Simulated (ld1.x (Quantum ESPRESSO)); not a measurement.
# Pseudopotential generation for Zr: RRKJ, LDA (PW92)

Aim: build the potential from the settings below, then test how well it stands in for the atom: other configurations, scattering, ghost states and the plane-wave cutoff that it needs.

Program: ld1.x (Quantum ESPRESSO) 7.5. Reference atom: LDA (PW92), scalar-relativistic, spherical and spin-unpolarised. All values are calculated.

### Step 1. Settings

Typed settings, in words:

* element: zirconium (Zr, Z = 40)
* type: norm-conserving RRKJ (Kleinman–Bylander form)
* frozen core: [Kr]
* valence charge: 4
* reference configuration: 4d2 5s2 5p0
* partial waves: 5s (bound): rc 3.20 bohr; 5p (bound, empty): rc 3.50 bohr; 4d (bound): rc 1.55 bohr; 4f channel at 0.4 Ry: rc 3.70 bohr
* local potential: all-electron potential smoothed inside 1.50 bohr (lloc = -2)
* core correction: not asked for

### Step 2. Generation

The input, Zr.in:

```
 &input
   title='Zr', zed=40., rel=1, dft='PW', iswitch=3,
   config='[Kr] 4d2 4f-2 5s2 5p0',
   nld=4, rlderiv=4.00, eminld=-2.0, emaxld=5.0, deld=0.02
 /
 &inputp
   pseudotype=2, tm=.false., rho0=0.01, lloc=-2, rcloc=1.50,
   nlcc=.false.,
   file_pseudopw='Zr.UPF', file_wfcaegen='ae.wfc', file_wfcncgen='nc.wfc', file_beta='beta', file_chi='chi'
 /
4
5S  1  0   2.00   0.00  3.20  3.20  0.0
5P  2  1   0.00   0.00  3.50  3.50  0.0
4D  3  2   2.00   0.00  1.55  1.55  0.0
4F  4  3  -2.00   0.40  3.70  3.70  0.0
 &test
   configts(1)='4d2 5s2 5p0'
 /
```

Command:

```bash
ld1.x < Zr.in > Zr.out
```

Output in Zr.out (without the banner and most projector matrices):

```text
     Program LD1 v.7.5
     --------------------------- All-electron run ----------------------------

     Zr
     scalar relativistic calculation

     atomic number is 40.00
     dft =PW   lsd =0 sic =0 latt =0  beta=0.20 tr2=1.0E-14
     Exchange-correlation= PW
                           (   1   4   0   0   0   0   0)
     mesh =1225 r(mesh) = 100.59681 a.u. xmin = -7.00 dx = 0.01250
     1 Ry =  13.60569312 eV, c = 137.03599908

     n l     nl                  e(Ry)          e(Ha)          e(eV)
     1 0     1S 1( 2.00)     -1308.2102      -654.1051    -17799.1068
     2 0     2S 1( 2.00)      -181.3056       -90.6528     -2466.7888
     2 1     2P 1( 6.00)      -161.8104       -80.9052     -2201.5425
     3 0     3S 1( 2.00)       -29.6663       -14.8332      -403.6310
     3 1     3P 1( 6.00)       -23.3162       -11.6581      -317.2332
     4 0     4S 1( 2.00)        -4.0070        -2.0035       -54.5181
     4 1     4P 1( 6.00)        -2.3891        -1.1945       -32.5053
     3 2     3D 1(10.00)       -12.8578        -6.4289      -174.9399
     4 2     4D 1( 2.00)        -0.2745        -0.1373        -3.7348
     5 0     5S 1( 2.00)        -0.3373        -0.1686        -4.5890
     5 1     5P 1( 0.00)        -0.1137        -0.0568        -1.5468

     final scf error:  5.0E-15 reached in  39 iterations

     Etot =   -7189.194867 Ry,   -3594.597433 Ha,  -97813.979155 eV

     Ekin =    7389.820771 Ry,    3694.910386 Ha,  100543.633645 eV
     Encl =  -17318.651260 Ry,   -8659.325630 Ha, -235632.254344 eV
     Eh   =    2959.453707 Ry,    1479.726853 Ha,   40265.418949 eV
     Exc  =    -219.818085 Ry,    -109.909042 Ha,   -2990.777405 eV

     normalization and overlap integrals

     s(1S/1S) =  1.000000  <r> =   0.0371  <r2> =    0.0019  r(max) =   0.0241
     s(2S/2S) =  1.000000  <r> =   0.1628  <r2> =    0.0312  r(max) =   0.1368
     s(2P/2P) =  1.000000  <r> =   0.1418  <r2> =    0.0246  r(max) =   0.1093
     s(3S/3S) =  1.000000  <r> =   0.4594  <r2> =    0.2420  r(max) =   0.4111
     s(3P/3P) =  1.000000  <r> =   0.4628  <r2> =    0.2497  r(max) =   0.4010
     s(4S/4S) =  1.000000  <r> =   1.2117  <r2> =    1.6672  r(max) =   1.0764
     s(4P/4P) =  1.000000  <r> =   1.3688  <r2> =    2.1547  r(max) =   1.1748
     s(3D/3D) =  1.000000  <r> =   0.4528  <r2> =    0.2482  r(max) =   0.3451
     s(4D/4D) =  1.000000  <r> =   2.2959  <r2> =    6.6010  r(max) =   1.6058
     s(5S/5S) =  1.000000  <r> =   3.6949  <r2> =   15.5984  r(max) =   3.1147
     s(5P/5P) =  1.000000  <r> =   5.0707  <r2> =   29.8276  r(max) =   4.1521

     ------------------------ End of All-electron run ------------------------

     --------------------- Generating NC pseudopotential ---------------------

      Generating local potential from pseudized AE potential:
      Matching radius rcloc =   1.5000
      Enforcing V''(0)=0 (lloc=-2)

      Local pseudo, rcloc= 1.509 Estimated cut-off energy=    13.76 Ry

      Wfc   5S  rcut= 3.194  Estimated cut-off energy=        4.39 Ry
      Using 4 Bessel functions for this wfc, rho(0) = 0.010
      This function has    0 nodes for 0 < r <    3.194

      Wfc   5P  rcut= 3.529  Estimated cut-off energy=       13.75 Ry
      This function has    0 nodes for 0 < r <    3.529

      Wfc   4D  rcut= 1.547  Estimated cut-off energy=       95.78 Ry
      This function has    0 nodes for 0 < r <    1.547

      Wfc   4F  rcut= 3.710  Estimated cut-off energy=       20.64 Ry
      This function has    0 nodes for 0 < r <    3.710

     ------------------- End of pseudopotential generation -------------------

     [... the all-electron block is printed once more ...]


     Computing logarithmic derivative in   4.02446
     Computing logarithmic derivative in   4.02446
     Computing the partial wave expansion
     R is outside the sphere for l=    0 j= 0.00
     R is outside the sphere for l=    1 j= 0.00
     R is outside the sphere for l=    2 j= 0.00
     R is outside the sphere for l=    3 j= 0.00

     ---------------------- Testing the pseudopotential ----------------------

     Zr
     scalar relativistic calculation

     atomic number is 40.00   valence charge is  4.00
     dft =PW   lsd =0 sic =0 latt =0  beta=0.20 tr2=1.0E-14
     mesh =1225 r(mesh) = 100.59681 xmin = -7.00 dx = 0.01250

     n l     nl             e AE (Ry)        e PS (Ry)    De AE-PS (Ry)
     3 2     4D   1( 2.00)       -0.27451       -0.27450       -0.00000
     1 0     5S   1( 2.00)       -0.33729       -0.33729        0.00000
     2 1     5P   1( 0.00)       -0.11369       -0.11369        0.00000

     eps = 5.9E-15  iter =  3

     Etot =   -7189.194867 Ry,   -3594.597433 Ha,  -97813.979155 eV
     Etotps =    -5.585762 Ry,      -2.792881 Ha,     -75.998168 eV

     Ekin =       5.780929 Ry,       2.890464 Ha,      78.653544 eV
     Encl =     -15.154168 Ry,      -7.577084 Ha,    -206.182959 eV
     Ehrt =       4.845898 Ry,       2.422949 Ha,      65.931807 eV
     Ecxc =      -1.602308 Ry,      -0.801154 Ha,     -21.800514 eV
     Epseu=       0.543887 Ry,       0.271943 Ha,       7.399954 eV

     ---------------------- End of pseudopotential test ----------------------
```

Wall time 2.5 s (1 thread of Neoverse-V1, shared host). (Generation and the later configuration tests together.)

Partial waves on a coarse radial grid (AE all-electron, PS pseudo):

```
r (bohr)    4d AE   4d PS    5p AE   5p PS
   0.185  -0.2379  0.0070   0.0198  0.0003
   0.370  -0.2650  0.0521   0.1135  0.0016
   0.555  -0.0372  0.1551  -0.0022  0.0049
   0.740   0.2209  0.3041  -0.1297  0.0113
   0.925   0.4255  0.4592  -0.1950  0.0225
   1.110   0.5622  0.5783  -0.1975  0.0395
   1.295   0.6406  0.6461  -0.1563  0.0630
   1.480   0.6755  0.6757  -0.0903  0.0930
   1.665   0.6805  0.6805  -0.0139  0.1287
   1.850   0.6661  0.6661   0.0641  0.1686
   2.035   0.6398  0.6398   0.1382  0.2111
   2.220   0.6066  0.6066   0.2056  0.2540
   2.405   0.5701  0.5701   0.2652  0.2956
   2.590   0.5325  0.5325   0.3165  0.3344
   2.775   0.4950  0.4950   0.3599  0.3693
   2.960   0.4585  0.4585   0.3956  0.3998
   3.145   0.4236  0.4236   0.4243  0.4256
   3.330   0.3904  0.3904   0.4466  0.4468
   3.515   0.3592  0.3592   0.4631  0.4631
   3.700   0.3300  0.3300   0.4745  0.4745
   3.885   0.3027  0.3027   0.4814  0.4814
   4.070   0.2774  0.2774   0.4844  0.4844
   4.255   0.2539  0.2539   0.4839  0.4839
   4.440   0.2321  0.2321   0.4803  0.4803
   4.625   0.2121  0.2121   0.4743  0.4743
   4.810   0.1936  0.1936   0.4662  0.4662
```

### Step 3. Testing the new file in other configurations

The input, Zr.test.in:

```
 &input
   title='Zr', zed=40., rel=1, dft='PW', iswitch=2,
   config='[Kr] 4d2 4f-2 5s2 5p0'
 /
 &test
   file_pseudo='Zr.UPF', nconf=10,
   configts(1)='4d2 5s2 5p0',
   configts(2)='4d2 5s1 5p0',
   configts(3)='4d2 5s0 5p0',
   configts(4)='4d1 5s0 5p0',
   configts(5)='4d2 5s1 5p1',
   configts(6)='4d1 5s2 5p0',
   configts(7)='4d2 5s0 5p2',
   configts(8)='4d2 5s0 5p1',
   configts(9)='4d2 5s2 5p0', lsdts(9)=1,
   configts(10)='4d2 5s1 5p0', lsdts(10)=1
 /
```

Command:

```bash
ld1.x < Zr.test.in > Zr.test.out
```

Zr.test.out, the pseudopotential blocks, each with the warnings that came before it:

```text
     ---------------------- Testing the pseudopotential ----------------------

     Zr
     scalar relativistic calculation

     atomic number is 40.00   valence charge is  4.00
     dft =PW   lsd =0 sic =0 latt =0  beta=0.20 tr2=1.0E-14
     mesh =1225 r(mesh) = 100.59681 xmin = -7.00 dx = 0.01250

     n l     nl             e AE (Ry)        e PS (Ry)    De AE-PS (Ry)
     3 2     4D   1( 2.00)       -0.27451       -0.27450       -0.00000
     1 0     5S   1( 2.00)       -0.33729       -0.33729        0.00000
     2 1     5P   1( 0.00)       -0.11369       -0.11369        0.00000

     eps = 5.6E-15  iter = 10

     Etot =   -7189.194867 Ry,   -3594.597433 Ha,  -97813.979158 eV
     Etotps =    -5.585763 Ry,      -2.792881 Ha,     -75.998174 eV

     Ekin =       5.780929 Ry,       2.890464 Ha,      78.653544 eV
     Encl =     -15.154169 Ry,      -7.577084 Ha,    -206.182968 eV
     Ehrt =       4.845899 Ry,       2.422949 Ha,      65.931810 eV
     Ecxc =      -1.602308 Ry,      -0.801154 Ha,     -21.800515 eV
     Epseu=       0.543887 Ry,       0.271943 Ha,       7.399954 eV

     ---------------------- End of pseudopotential test ----------------------

     Warning: n=2, l=1 expected 0 nodes, found 1
     ---------------------- Testing the pseudopotential ----------------------

     Zr
     [...]
     n l     nl             e AE (Ry)        e PS (Ry)    De AE-PS (Ry)
     3 2     4D   1( 2.00)       -0.74861       -0.74764       -0.00097
     1 0     5S   1( 1.00)       -0.75089       -0.74833       -0.00257
     2 1     5P   1( 0.00)       -0.47292       -0.59451        0.12159  !

     eps = 7.4E-15  iter =  9

     Etot =   -7188.655016 Ry,   -3594.327508 Ha,  -97806.634111 eV
     Etotps =    -5.046831 Ry,      -2.523415 Ha,     -68.665632 eV
     dEtot_ae =       0.539851 Ry
     dEtot_ps =       0.538932 Ry,   Delta E=       0.000919 Ry

     [...]
     ---------------------- End of pseudopotential test ----------------------

     ---------------------- Testing the pseudopotential ----------------------

     Zr
     [...]
     n l     nl             e AE (Ry)        e PS (Ry)    De AE-PS (Ry)
     3 2     4D   1( 2.00)       -1.28705       -1.28018       -0.00687  !
     1 0     5S   1( 0.00)       -1.19564       -1.18276       -0.01288  !
     2 1     5P   1( 0.00)       -0.86299       -0.86299        0.00000

     eps = 5.8E-15  iter = 13

     Etot =   -7187.682291 Ry,   -3593.841146 Ha,  -97793.399520 eV
     Etotps =    -4.080434 Ry,      -2.040217 Ha,     -55.517132 eV
     dEtot_ae =       1.512575 Ry
     dEtot_ps =       1.505329 Ry,   Delta E=       0.007247 Ry

     [...]
     ---------------------- End of pseudopotential test ----------------------

     ---------------------- Testing the pseudopotential ----------------------

     Zr
     [...]
     n l     nl             e AE (Ry)        e PS (Ry)    De AE-PS (Ry)
     3 2     4D   1( 1.00)       -2.08577       -2.05296       -0.03280  !
     1 0     5S   1( 0.00)       -1.79152       -1.75620       -0.03532  !
     2 1     5P   1( 0.00)       -1.38883       -1.38883        0.00000

     eps = 5.4E-17  iter =  8

     Etot =   -7186.005071 Ry,   -3593.002535 Ha,  -97770.579771 eV
     Etotps =    -2.419061 Ry,      -1.209531 Ha,     -32.913006 eV
     dEtot_ae =       3.189796 Ry
     dEtot_ps =       3.166701 Ry,   Delta E=       0.023095 Ry

     [...]
     ---------------------- End of pseudopotential test ----------------------

     BEWARE! Errors in PS-KS equations
     Warning: n=3, l=2 expected 0 nodes, found 1
     ---------------------- Testing the pseudopotential ----------------------

     Zr
     [...]
     n l     nl             e AE (Ry)        e PS (Ry)    De AE-PS (Ry)
     3 2     4D   1( 2.00)       -0.35286       -0.74764        0.39478  !
     1 0     5S   1( 1.00)       -0.39197       -0.74833        0.35636  !
     2 1     5P   1( 1.00)       -0.15711       -0.15711        0.00000

     eps = 5.9E-15  iter = 39

     Etot =   -7188.965935 Ry,   -3594.482967 Ha,  -97810.864380 eV
     Etotps =    -5.203940 Ry,      -2.601970 Ha,     -70.803207 eV
     dEtot_ae =       0.228932 Ry
     dEtot_ps =       0.381823 Ry,   Delta E=      -0.152891 Ry

     [...]
     ---------------------- End of pseudopotential test ----------------------

     ---------------------- Testing the pseudopotential ----------------------

     Zr
     [...]
     n l     nl             e AE (Ry)        e PS (Ry)    De AE-PS (Ry)
     3 2     4D   1( 1.00)       -0.90135       -0.89420       -0.00715  !
     1 0     5S   1( 2.00)       -0.82668       -0.82574       -0.00094
     2 1     5P   1( 0.00)       -0.52620       -0.52620        0.00000

     eps = 2.7E-16  iter =  8

     Etot =   -7188.620072 Ry,   -3594.310036 Ha,  -97806.158682 eV
     Etotps =    -5.013048 Ry,      -2.506524 Ha,     -68.205999 eV
     dEtot_ae =       0.574794 Ry
     dEtot_ps =       0.572714 Ry,   Delta E=       0.002080 Ry

     [...]
     ---------------------- End of pseudopotential test ----------------------

     BEWARE! Errors in PS-KS equations
     Warning: n=1, l=0 expected 0 nodes, found 1
     ---------------------- Testing the pseudopotential ----------------------

     Zr
     [...]
     n l     nl             e AE (Ry)        e PS (Ry)    De AE-PS (Ry)
     3 2     4D   1( 2.00)       -0.42352       -1.28018        0.85666  !
     1 0     5S   1( 0.00)       -0.43868       -0.43868        0.00000
     2 1     5P   1( 2.00)       -0.19209       -0.19209        0.00000

     eps = 7.2E-15  iter = 42

     Etot =   -7188.725143 Ry,   -3594.362571 Ha,  -97807.588240 eV
     Etotps =    -4.464604 Ry,      -2.232302 Ha,     -60.744035 eV
     dEtot_ae =       0.469724 Ry
     dEtot_ps =       1.121159 Ry,   Delta E=      -0.651435 Ry

     [...]
     ---------------------- End of pseudopotential test ----------------------

     BEWARE! Errors in PS-KS equations
     ---------------------- Testing the pseudopotential ----------------------

     Zr
     [...]
     n l     nl             e AE (Ry)        e PS (Ry)    De AE-PS (Ry)
     3 2     4D   1( 2.00)       -0.81991       -1.28018        0.46027  !
     1 0     5S   1( 0.00)       -0.79986       -1.03981        0.23996  !
     2 1     5P   1( 1.00)       -0.51707       -0.51707        0.00000

     eps = 6.1E-15  iter = 18

     Etot =   -7188.374992 Ry,   -3594.187496 Ha,  -97802.824190 eV
     Etotps =    -4.597500 Ry,      -2.298750 Ha,     -62.552179 eV
     dEtot_ae =       0.819875 Ry
     dEtot_ps =       0.988262 Ry,   Delta E=      -0.168387 Ry

     [...]
     ---------------------- End of pseudopotential test ----------------------

     ---------------------- Testing the pseudopotential ----------------------

     Zr
     [...]
     n l     nl             e AE (Ry)        e PS (Ry)    De AE-PS (Ry)
     3 2     4D   1( 2.00)       -0.30471       -0.33428        0.02956  !
     1 0     5S   1( 1.00)       -0.35568       -0.35894        0.00327
     2 1     5P   1( 0.00)       -0.12281       -0.12281        0.00000
     3 2     4D   2( 0.00)       -0.22886       -0.13765       -0.09121  !
     1 0     5S   2( 1.00)       -0.31133       -0.29554       -0.01579  !
     2 1     5P   2( 0.00)       -0.10156       -0.09772       -0.00384

     eps = 5.7E-15  iter = 16

     Etot =   -7189.232701 Ry,   -3594.616350 Ha,  -97814.493918 eV
     Etotps =    -5.683090 Ry,      -2.841545 Ha,     -77.322380 eV
     dEtot_ae =      -0.037834 Ry
     dEtot_ps =      -0.097327 Ry,   Delta E=       0.059493 Ry

     [...]
     ---------------------- End of pseudopotential test ----------------------

     ---------------------- Testing the pseudopotential ----------------------

     Zr
     [...]
     n l     nl             e AE (Ry)        e PS (Ry)    De AE-PS (Ry)
     3 2     4D   1( 2.00)       -0.79028       -0.81832        0.02804  !
     1 0     5S   1( 1.00)       -0.78917       -0.78783       -0.00134
     2 1     5P   1( 0.00)       -0.50032       -0.50032        0.00000
     3 2     4D   2( 0.00)       -0.67478       -0.45055       -0.22423  !
     1 0     5S   2( 0.00)       -0.67403       -0.58914       -0.08489  !
     2 1     5P   2( 0.00)       -0.41264       -0.36847       -0.04417  !

     eps = 4.4E-15  iter = 10

     Etot =   -7188.738269 Ry,   -3594.369135 Ha,  -97807.766833 eV
     Etotps =    -5.214906 Ry,      -2.607453 Ha,     -70.952407 eV
     dEtot_ae =       0.456597 Ry
     dEtot_ps =       0.370857 Ry,   Delta E=       0.085740 Ry

     [...]
     ---------------------- End of pseudopotential test ----------------------
```

3 tests gave no usable energy difference (4d2 5s1 5p1; 4d2 5s0 5p2; 4d2 5s0 5p1).

Energies count from the reference configuration 4d2 5s2 5p0; the error is all-electron less pseudo. Spin-polarised rows fill open shells by Hund's rule and count from the unpolarised reference. A star marks tests that logged a warning.

| valence configuration | charge | ΔE all-electron (eV) | error AE − PS (meV) |
| --- | --- | --- | --- |
| 4d2 5s1 5p0 * | +1 | 7.345 | +13 |
| 4d2 5s0 5p0 | +2 | 20.580 | +99 |
| 4d1 5s0 5p0 | +3 | 43.399 | +314 |
| 4d1 5s2 5p0 | +1 | 7.820 | +28 |
| 4d2 5s2 5p0 (spin-polarised) | 0 | -0.515 | +809 |
| 4d2 5s1 5p0 (spin-polarised) | +1 | 6.212 | +1167 |

### Step 4. Does it scatter like the atom?

Taken from the files of the generation run. The phase is arctan(r·u′/u) with u = r·R, unwrapped, with energies in Ry. A pole is an energy at which the radial function vanishes at the test radius. The pseudo phase is shifted by a multiple of π to meet the all-electron one at the reference energy. Levels narrower than the energy grid can be missing from the poles. The last column is the largest difference on the grid between −1 and +1 Ry.

| channel | radius (bohr) | reference (Ry) | poles AE | poles PS | window around the reference with phases within 0.05 rad (Ry) | largest difference near zero (rad) |
| --- | --- | --- | --- | --- | --- | --- |
| s | 4.02 | -0.34 | 0.24, 3.72 | 0.24, 3.10 | below 1.3 | 0.010 |
| p | 4.02 | -0.11 | 0.86, 4.49 | -0.62, 0.86, 4.11 | -0.6 to 2.0 | 3.125 |
| d | 4.02 | -0.27 | -0.16, 2.11 | -0.16, 2.11 | below 3.7 | 0.004 |
| f | 4.02 | 0.40 | 1.56, 3.89 | 1.62, 3.69 | below 2.0 | 0.012 |

Phases (rad) along the scan:

```
E (Ry)    p AE    p PS    f AE    f PS
 -2.00   1.382   4.519   1.410   1.410
 -1.52   1.345   4.482   1.391   1.391
 -1.04   1.279   4.413   1.365   1.365
 -0.56   1.107   1.135   1.321   1.321
 -0.08  -0.081  -0.081   1.236   1.236
  0.40  -1.377  -1.374   0.966   0.966
  0.88  -1.577  -1.576  -0.794  -0.782
  1.36  -1.686  -1.689  -1.482  -1.468
  1.84  -1.835  -1.859  -1.674  -1.639
  2.32  -2.465  -2.884  -2.018  -1.818
  2.80  -4.270  -4.407  -4.252  -3.125
  3.28  -4.551  -4.600  -4.597  -4.544
  3.76  -4.641  -4.675  -4.694  -4.737
  4.24  -4.692  -4.725  -4.759  -5.026
  4.72  -4.731  -4.771  -4.840  -7.387
```

### Step 5. Cutoff and ghost test in a Bessel basis

A separate test, outside the generator: the pseudo-atom's Hamiltonian at the reference potential is diagonalised in spherical Bessel functions j_l(qr) that vanish at 20 bohr, with q² up to the cutoff.

All-electron valence levels (Ry): 5s -0.3373, 5p -0.1137, 4d -0.2745. The lowest levels of each channel (Ry) by cutoff; the last column sums, over occupied levels, occupation times the distance from the level at 400 Ry. A positive value at high cutoff is not a bound level.

```
cutoff (Ry)     s #1     s #2     p #1     p #2     d #1    f #1  Σ f·Δε (mRy)
          8  -1.7546  -0.3200  -0.1137   0.0453  -0.0933  0.1033         397.2
         15  -2.6592  -0.3368  -0.4933  -0.1137  -0.2077  0.1033         134.7
         25  -2.7492  -0.3373  -0.6341  -0.1137  -0.2663  0.1033          16.5
         30  -2.7496  -0.3373  -0.6379  -0.1137  -0.2721  0.1033           4.9
         35  -2.7496  -0.3373  -0.6382  -0.1137  -0.2736  0.1033           1.9
         50  -2.7502  -0.3373  -0.6385  -0.1137  -0.2739  0.1033           1.3
         55  -2.7502  -0.3373  -0.6386  -0.1137  -0.2741  0.1033           1.0
         70  -2.7502  -0.3373  -0.6387  -0.1137  -0.2745  0.1033           0.2
        400  -2.7502  -0.3373  -0.6387  -0.1137  -0.2746  0.1033           0.0
```

The sum stays within 10 mRy from 30 Ry and within 1 mRy from 55 Ry. The sum leaves out empty levels, which can need more. Ghost test: ghost states, bound below the all-electron valence or empty levels of the same l: s at -37.4 eV, p at -8.7 eV.

### Step 6. What came out

| quantity | value |
| --- | --- |
| cutoffs for 10 and 1 mRy, occupied levels | 30 Ry and 55 Ry |
| bound ghosts | s at -37.42 eV, p at -8.69 eV |
| largest test error (AE − PS), unpolarised tests | +314 meV, for 4d1 5s0 5p0 (3 tests unsolved) |
| largest phase difference near zero energy, channels read | 3.125 rad |

**Reading.** It has a bound ghost (s, p), a state that the atom doesn't have, and that rules the file out. By total energies transferability is poor: the largest error is 314 meV on 43.4 eV, for 4d1 5s0 5p0. The spin-polarised tests miss by far more, up to 1167 meV (4d2 5s1 5p0). Of the tests 3 gave no usable energy difference, which is a warning in itself. The potential is soft on the atom at that tolerance: the looser tolerance needs 30 Ry. The slowest occupied level is 4d: taken alone it needs 35 Ry to come within 1 mRy, against 15 Ry for 5s. Near zero energy the largest phase difference among the channels read is 3.13 rad, in the p channel. A step near π is an extra or missing state, not a misfit of shape. The pseudo curves have a pole with no partner nearby in the atom's: p at -0.62 Ry. All of this concerns the isolated atom, not yet a solid.
